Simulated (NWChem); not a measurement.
# SiF3 (trifluorosilyl): levels of theory compared

Aim: a comparison of 6 runs (UHF/6-31+G*, UHF/aug-cc-pVDZ, UB3LYP/6-31G*, UPBE0/def2-SVP, UMP2/aug-cc-pVDZ) of SiF3 (trifluorosilyl). 

The calculation is run with NWChem 7.3.0.

## Step 1: The system as given

SiF3: 4 atoms, total charge 0, spin state doublet. As SMILES, `F[Si](F)F`. The coordinates come from a PBE0-D4/def2-TZVP relaxation.

Bond lengths: F1–Si2 1.581 Å, Si2–F3 1.581 Å, Si2–F4 1.581 Å. Angles: F1–Si2–F3 107.9°, F1–Si2–F4 107.9°, F3–Si2–F4 107.9°.

## Step 2: Energy and forces at UHF/6-31+G(d) (spherical functions) (run 1)

mol.nw reads:

```
start mol
title "F3Si gradient"
memory total 2200 mb
geometry units angstrom noautosym nocenter noautoz
F     0.784850   -0.507040    1.151700
Si   -0.282750    0.213060    0.234280
F    -0.994260   -0.892250   -0.644340
F     0.492160    1.186230   -0.741640
end
basis spherical bse
* library 6-31+G*
end
scf
doublet
uhf
thresh 1e-08
maxiter 80
print medium
end
task scf gradient
```

Launch:

```bash
$ nwchem mol.nw > mol.out
```

What it wrote:

```text
[...]
  functions       =    76
[...]
  wavefunction    = UHF
[...]
         Total SCF energy =   -587.395419431520
      One electron energy =  -1170.491533220936
      Two electron energy =    406.297649760138
 Nuclear repulsion energy =    176.798464029278
                       Sz =      0.5000
                 Sz(Sz+1) =      0.7500
                      S^2 =      0.7518
[...]
                         UHF ENERGY GRADIENTS
    atom               coordinates                        gradient
                 x          y          z           x          y          z
   1 F       1.483151  -0.958167   2.176397    0.000165  -0.000060   0.000724
   2 Si     -0.534320   0.402625   0.442725    0.000503  -0.000413  -0.000444
   3 F      -1.878879  -1.686108  -1.217626   -0.000695  -0.000250  -0.000122
   4 F       0.930048   2.241650  -1.401496    0.000026   0.000723  -0.000158
[...]
```

Wall time 9.6 s (1 thread of Intel Xeon 6975P-C (Granite Rapids), shared host); peak memory 0.1 GiB.

## Step 3: Energy and forces at UHF/aug-cc-pVDZ (run 2)

calc.nw reads:

```
start calc
title "F3Si"
memory stack 880 mb heap 220 mb global 1100 mb

geometry noautosym nocenter noautoz
  F      0.784850    -0.507040     1.151700
  Si    -0.282750     0.213060     0.234280
  F     -0.994260    -0.892250    -0.644340
  F      0.492160     1.186230    -0.741640
end

basis spherical bse
  F library aug-cc-pVDZ
  Si library aug-cc-pVDZ
end

scf
  doublet
  uhf
  thresh 1e-08
  maxiter 80
end

task scf gradient
```

Launch:

```bash
$ nwchem calc.nw > calc.out
```

What it wrote:

```text
[...]
  functions       =    96
[...]
  wavefunction    = UHF
[...]
         Total SCF energy =   -587.429165455387
      One electron energy =  -1170.401630985664
      Two electron energy =    406.174001500999
 Nuclear repulsion energy =    176.798464029278
                       Sz =      0.5000
                 Sz(Sz+1) =      0.7500
                      S^2 =      0.7519
[...]
                         UHF ENERGY GRADIENTS
    atom               coordinates                        gradient
                 x          y          z           x          y          z
   1 F       1.483151  -0.958167   2.176397   -0.009213   0.006310  -0.006358
   2 Si     -0.534320   0.402625   0.442725    0.011559  -0.008745  -0.009605
   3 F      -1.878879  -1.686108  -1.217626    0.004593   0.009297   0.007600
   4 F       0.930048   2.241650  -1.401496   -0.006940  -0.006862   0.008363
[...]
```

Wall time 37 s (1 thread of Intel Xeon 6975P-C (Granite Rapids), shared host); peak memory 0.1 GiB.

Runs 3 to 4 aren't shown in full; the table further down has their settings and results.

## Step 4: Energy and gradient at UB3LYP/6-31G(d) (Cartesian functions) (run 5)

f3si.nw reads:

```
start f3si
memory 2200 mb

geometry noautosym nocenter noautoz
  F      0.784850    -0.507040     1.151700
  Si    -0.282750     0.213060     0.234280
  F     -0.994260    -0.892250    -0.644340
  F      0.492160     1.186230    -0.741640
end

basis
  F library 6-31G*
  Si library 6-31G*
end

dft
  xc b3lyp
  mult 2
  grid xfine
  convergence energy 1e-08
  iterations 100
  mulliken
end

task dft gradient
```

Launch:

```bash
$ nwchem f3si.nw > f3si.out
```

What it wrote:

```text
[...]
          Wavefunction type:  spin polarized.
          No. of atoms     :     4
          No. of electrons :    41
[...]
          Charge           :     0
          Spin multiplicity:     2
[...]
          AO basis - number of functions:    64
[...]
              XC Information
              --------------
                         B3LYP Method XC Potential
                     Hartree-Fock (Exact) Exchange  0.200
                        Slater Exchange Functional  0.800 local
                    Becke 1988 Exchange Functional  0.720 non-local
              Lee-Yang-Parr Correlation Functional  0.810
                  VWN I RPA Correlation Functional  0.190 local
[...]
 d= 0,ls=0.0,diis     1   -589.0338748250 -7.66D+02  1.44D-02  2.43D-01     1.3
[...]
 d= 0,ls=0.0,diis     8   -589.1360053005 -1.15D-09  2.61D-07  7.64D-10     9.7
[...]
         Total DFT energy =     -589.136005300480
      One electron energy =    -1171.332944880721
           Coulomb energy =      457.899272117150
    Exchange-Corr. energy =      -52.500796566187
 Nuclear repulsion energy =      176.798464029278
[...]
      Total Density - Mulliken Population Analysis
     ---------------------------------------------
    Atom       Charge   Shell Charges
 -----------   ------   -------------------------------------------------------
    1 F    9     9.34   1.99  0.96  3.32  0.92  2.08  0.08
    2 Si  14    12.97   2.00  1.99  5.96  0.97  1.26  0.26  0.27  0.26
    3 F    9     9.34   1.99  0.96  3.32  0.92  2.08  0.08
    4 F    9     9.34   1.99  0.96  3.32  0.92  2.08  0.08
[...]
      <S2> =      0.7509 (Exact =     0.7500)
[...]
  wavefunction    = open shell
                         DFT ENERGY GRADIENTS
    atom               coordinates                        gradient
                 x          y          z           x          y          z
   1 F       1.483151  -0.958167   2.176397   -0.009451   0.006362  -0.008855
   2 Si     -0.534320   0.402625   0.442725    0.009177  -0.006946  -0.007629
   3 F      -1.878879  -1.686108  -1.217626    0.007014   0.009924   0.007787
   4 F       0.930048   2.241650  -1.401496   -0.006740  -0.009340   0.008696
[...]
```

It took 12 s on 1 thread of Intel Xeon 6975P-C (Granite Rapids), shared host; peak memory 0.13 GiB.

## Step 5: Energy and gradient at UMP2/aug-cc-pVDZ (run 6)

f3si.nw reads:

```
start f3si
title "F3Si"
memory 2200 mb

geometry units au noautosym nocenter noautoz
   F   1.48315155 -0.95816673  2.17639758
   Si -0.53432006  0.40262505  0.44272504
   F  -1.87887910 -1.68610813 -1.21762613
   F   0.93004761  2.24164982 -1.40149648
end

basis spherical bse
   * library aug-cc-pVDZ
end

scf
   nopen 1
   uhf
   thresh 1e-08
   maxiter 80
end

mp2
   freeze core 8
   tight
end

task mp2 gradient
```

Launch:

```bash
$ nwchem f3si.nw > f3si.out
```

What it wrote:

```text
[...]
  functions       =    96
[...]
  wavefunction    = UHF
[...]
         Total SCF energy =   -587.429165463561
      One electron energy =  -1170.401605844579
      Two electron energy =    406.173989035119
 Nuclear repulsion energy =    176.798451345899
                       Sz =      0.5000
                 Sz(Sz+1) =      0.7500
                      S^2 =      0.7519
[...]
          Total MP2 energy          -588.116128056159
[...]
                         mp2 ENERGY GRADIENTS
    atom               coordinates                        gradient
                 x          y          z           x          y          z
   1 F       1.483152  -0.958167   2.176398   -0.025878   0.017464  -0.022482
   2 Si     -0.534320   0.402625   0.442725    0.027140  -0.020483  -0.022514
   3 F      -1.878879  -1.686108  -1.217626    0.017481   0.026851   0.021309
   4 F       0.930048   2.241650  -1.401496   -0.018743  -0.023832   0.023687
[...]
```

Run time: 85 s. Hardware: 1 thread of Intel Xeon 6975P-C (Granite Rapids), shared host; peak memory 0.34 GiB.

## Step 6: The series

| run | level | iteration cap | module | energy (Eh) | dipole moment (D) | HOMO energy (eV) | LUMO energy (eV) | wall time |
| --- | --- | --- | --- | --- | --- | --- | --- | --- |
| 1 | UHF/6-31+G* (spherical functions) | 80 | scf | -587.395419 | 1.66 | -11.71 | 0.05 | 9.6 s |
| 2 | UHF/aug-cc-pVDZ | 80 | scf | -587.429165 | 1.50 | -11.69 | 0.07 | 37 s |
| 3 | UB3LYP/6-31G* (spherical functions) | 100 | dft | -589.129546 | 1.19 | – | – | 11 s |
| 4 | UPBE0/def2-SVP | 100 | dft | -588.404661 | 1.26 | -7.71 | -3.28 | 9.6 s |
| 5 | UB3LYP/6-31G* (Cartesian functions) | 100 | dft | -589.136005 | 1.19 | -7.23 | -3.65 | 12 s |
| 6 | UMP2/aug-cc-pVDZ | 80 | mp2 | -588.116128 | 1.26 | -11.69 | 0.07 | 85 s |

## Step 7: Summary of results

| quantity | value |
| --- | --- |
| run 6: total energy | -588.11613 Eh |
| run 6: dipole moment (of the density that the program reports) | 1.26 D |
| run 6: HOMO energy (Hartree–Fock orbitals) (highest over α and β) | -11.69 eV |
| run 6: LUMO energy (Hartree–Fock orbitals) (lowest over α and β) | 0.07 eV |
| run 6: correlation energy (8 core orbitals frozen) | -687.0 mEh |
| run 6: ⟨S²⟩ of the reference determinant | 0.752 |
| run 6: largest force on an atom | 2.097 eV/Å |

In words: The dipole moment (its size) runs from 1.19 D (UB3LYP/6-31G*) to 1.66 D (UHF/6-31+G*). The two ends differ in method and basis. Totals of different functionals can't be ranked against each other. All runs together took 2.7 min, the longest 85 s.
